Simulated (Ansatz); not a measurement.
**BBrClH3O2: search for a transition state**

Is there a first-order saddle for this four-centre ligand exchange, which should form B1–Br6, Cl2–H5 and break B1–Cl2, H5–Br6, and which two structures does it connect?

The runs use Ansatz 0.2.0, Gaussian basis; PBE0-D4, def2-SVP first, then def2-TZVP.

152 further runs of the same task are left out: 152 set aside as unsound or not needed. Runs told in other sessions of the task aren't counted.

## 1. The system as given

The guess: 8 atoms, charge 0, spin multiplicity 1.

Atoms are counted from 1 here; the program's logs count them from 0.

Bond lengths: B1–O3 1.309 Å, B1–O4 1.309 Å, Cl2–H5 1.588 Å, O3–H7 0.954 Å, O4–H8 0.954 Å, H5–Br6 1.746 Å. Angles: O3–B1–O4 126.3°, B1–O3–H7 123.9°, B1–O4–H8 123.9°, Cl2–H5–Br6 139.4°.

Coordinates:

```xyz
8

B    -0.07830   -0.51790    0.11290
Cl    0.64930    0.64070   -1.64030
O     0.91990   -1.15920    0.66590
O    -1.26800   -1.00370   -0.13630
H     0.29330    1.66100   -0.47710
Br   -0.31110    1.64540    1.16090
H     1.77370   -0.76880    0.83600
H    -1.97890   -0.49750   -0.52200
```

Distances that are to change: B1–Br6 2.42 Å, Cl2–H5 1.59 Å, B1–Cl2 2.22 Å, H5–Br6 1.75 Å.

## 2. Constrained relaxation of the guess

hold/in.yaml

```yaml
crystal:
  periodic: [false, false, false]
  atoms:
    - {symbol: B, position_ang: [-0.078300, -0.517900, 0.112900]}
    - {symbol: Cl, position_ang: [0.649300, 0.640700, -1.640300]}
    - {symbol: O, position_ang: [0.919900, -1.159200, 0.665900]}
    - {symbol: O, position_ang: [-1.268000, -1.003700, -0.136300]}
    - {symbol: H, position_ang: [0.293300, 1.661000, -0.477100]}
    - {symbol: Br, position_ang: [-0.311100, 1.645400, 1.160900]}
    - {symbol: H, position_ang: [1.773700, -0.768800, 0.836000]}
    - {symbol: H, position_ang: [-1.978900, -0.497500, -0.522000]}
basis:
  gaussian: {orbitals: def2-SVP}
hamiltonian: {xc: pbe0, dispersion: d4}
relax: {f_tol: 0.04, max_steps: 150, escape_saddle: false, constraints: [{distance: [0, 5]}, {distance: [1, 4]}, {distance: [0, 1]}, {distance: [4, 5]}]}
```

On the command line:

```console
$ ansatz run in.yaml --threads 8 --pin off --events-out ev --progress --plain --max-ram 19148MiB
```

The runs that follow: A starting Hessian; Saddle search in the small basis; Saddle search in triple zeta; Vibrations at the point found; Relaxing after a step of 0.30 Å one way along the mode; Relaxing after a step of 0.30 Å the other way along the mode.

**Question.** What will these runs give? Wanted: imaginary mode; barrier from the start side; barrier from the end side; energy of the step; pairs that change; zero-point energy at the saddle.

The runs gave:

| quantity | value |
| --- | --- |
| imaginary mode | 665i cm⁻¹ |
| barrier from the start side | 109.9 kJ/mol |
| barrier from the end side | 102.7 kJ/mol |
| energy of the step | +7.2 kJ/mol |
| pairs that change | B1–Br6 formed, Cl2–H5 formed, B1–Cl2 broken, H5–Br6 broken |
| zero-point energy at the saddle | 1.078 eV |

In words: The point has a single imaginary mode (665i cm⁻¹), as a transition state must. The two relaxations end on the structures that were planned. At PBE0-D4/def2-TZVP the electronic barrier is 109.9 kJ/mol, about 44 kT at 298 K, and the step runs 7.2 kJ/mol uphill. The ends are the nearest minima, not always the lowest complexes.
